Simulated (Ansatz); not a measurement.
# CH₅FInN: small, medium and large basis sets

Aim: see how fast density functionals converge with the basis set for CH₅FInN.

Method: one geometry, several basis sets; program: Ansatz 0.2.0, Gaussian basis.

Plan: PBE0-D4/def2-SVP; ωB97M-V/def2-SVP; PBE0-D4/def2-QZVPP; ωB97M-V/def2-QZVPP; the functionals' def2-TZVPP values are taken from earlier runs.

### 1 The relaxed structure

An earlier PBE0-D4 in a triple-zeta def2 set relaxation fixed the geometry. In takes the def2 core potential; no spin-orbit term is included.

SMILES `C[NH][InH][F]`, 9 atoms, charge 0, spin multiplicity 1.

Atoms are counted from 1 here; the program's logs count them from 0.

Bond lengths: C1–N2 1.447 Å, C1–H5 1.097 Å, C1–H6 1.097 Å, C1–H7 1.091 Å, N2–In3 1.984 Å, N2–H8 1.006 Å, In3–F4 1.963 Å, In3–H9 1.685 Å. Angles: N2–C1–H5 112.1°, N2–C1–H6 112.2°, N2–C1–H7 109.8°, H5–C1–H6 107.8°, H5–C1–H7 107.4°, H6–C1–H7 107.4°, C1–N2–In3 125.2°, C1–N2–H8 113.9°, In3–N2–H8 120.9°, N2–In3–F4 104.9°, N2–In3–H9 137.6°, F4–In3–H9 117.5°.

### 2 PBE0-D4 in def2-SVP

in.yaml reads:

```yaml
crystal:
  periodic: [false, false, false]
  atoms:
    - {symbol: C, position_ang: [-0.011580, 0.845120, -1.001184]}
    - {symbol: N, position_ang: [-0.688023, 0.149432, 0.072249]}
    - {symbol: In, position_ang: [0.161727, -1.154130, 1.303091]}
    - {symbol: F, position_ang: [2.032342, -1.257802, 0.716195]}
    - {symbol: H, position_ang: [-0.454982, 0.624273, -1.980062]}
    - {symbol: H, position_ang: [-0.027591, 1.933490, -0.863807]}
    - {symbol: H, position_ang: [1.034450, 0.536349, -1.039485]}
    - {symbol: H, position_ang: [-1.661323, 0.388487, 0.164283]}
    - {symbol: H, position_ang: [-0.296521, -2.111617, 2.611720]}
basis:
  gaussian: {orbitals: def2-SVP}
hamiltonian: {xc: pbe0, dispersion: d4}
output: {orbitals: {seedname: orbitals}}
```

The runs that follow: ωB97M-V in def2-SVP; PBE0-D4 in def2-QZVPP; ωB97M-V in def2-QZVPP.

Before running them: what should the planned runs give, taken together? Wanted: PBE0-D4: double and triple zeta above quadruple; ωB97M-V: double and triple zeta above quadruple.

**Answer**, as computed:

| quantity | value |
| --- | --- |
| PBE0-D4: double and triple zeta above quadruple | 7.19, 0.38 eV |
| ωB97M-V: double and triple zeta above quadruple | 7.42, 0.37 eV |

**Reading.** PBE0-D4 gains 6.81 eV from double to triple zeta, then 0.38 eV more. These are total energies; as a rule much of such shifts cancels in differences, which this series doesn't test. The LUMO of ωB97M-V is positive and keeps falling with the basis (0.76 to 0.24 eV): an unbound level that the basis holds in place.
